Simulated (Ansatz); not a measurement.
# F4H2HfS: the cost of one run

All numbers below are computed with Ansatz 0.2.0 (RKS PBE/def2-SVP).

### 1 The structure to begin with

Bond lengths: Hf1–F2 2.330 Å, Hf1–F3 1.980 Å, Hf1–F4 1.979 Å, Hf1–F5 1.979 Å, Hf1–S6 2.850 Å, S6–H7 1.400 Å. Angles: F2–Hf1–F3 109.4°, F2–Hf1–F4 109.5°, F2–Hf1–F5 109.5°, F2–Hf1–S6 71.6°, F3–Hf1–F4 109.5°, F3–Hf1–F5 109.5°, F3–Hf1–S6 178.9°, F4–Hf1–F5 109.5°, F4–Hf1–S6 70.0°, F5–Hf1–S6 70.0°, Hf1–S6–H7 109.5°.

Structure file:

```xyz
8

Hf    0.0000    0.0000    0.0000
F     0.0000    0.0000    2.3300
F     1.8671    0.0000   -0.6593
F    -0.9326    1.6157   -0.6593
F    -0.9326   -1.6157   -0.6593
S    -2.7046    0.0000    0.8987
H    -3.4602   -0.8728    0.1067
H    -1.3065    0.0000    2.1468
```

### 2 Pulling towards end A

Springs on the bonds that form and break draw the guess towards this end; the thresholds are loose.

File input.yaml:

```yaml
crystal:
  periodic: [false, false, false]
  atoms:
    - { symbol: Hf, position_ang: [0.0, 0.0, 0.0] }
    - { symbol: F, position_ang: [0.0, 0.0, 2.33] }
    - { symbol: F, position_ang: [1.8671, 0.0, -0.6593] }
    - { symbol: F, position_ang: [-0.9326, 1.6157, -0.6593] }
    - { symbol: F, position_ang: [-0.9326, -1.6157, -0.6593] }
    - { symbol: S, position_ang: [-2.7046, 0.0, 0.8987] }
    - { symbol: H, position_ang: [-3.4602, -0.8728, 0.1067] }
    - { symbol: H, position_ang: [-1.3065, 0.0, 2.1468] }
basis:
  gaussian: { orbitals: def2-SVP }
hamiltonian:
  xc: pbe
relax:
  f_tol: 0.15
  max_steps: 25
  restrain:
    - { distance: [0, 5], at: 3.75, k: 30.0 }
    - { distance: [7, 1], at: 2.12, k: 30.0 }
    - { distance: [0, 1], at: 1.98, k: 30.0 }
    - { distance: [7, 5], at: 1.4, k: 30.0 }
```

The run is started by

```bash
$ ansatz run input.yaml --threads 4 --pin off --max-ram 5120MiB --backend cpu --events-out ev --progress --plain --runs-dir out
```

**Question.** How long does this run take on 4 threads of Intel Xeon 6975P-C (Granite Rapids), shared host, and how much memory does it need?

About 8.9 s, with a peak of 0.18 GiB.
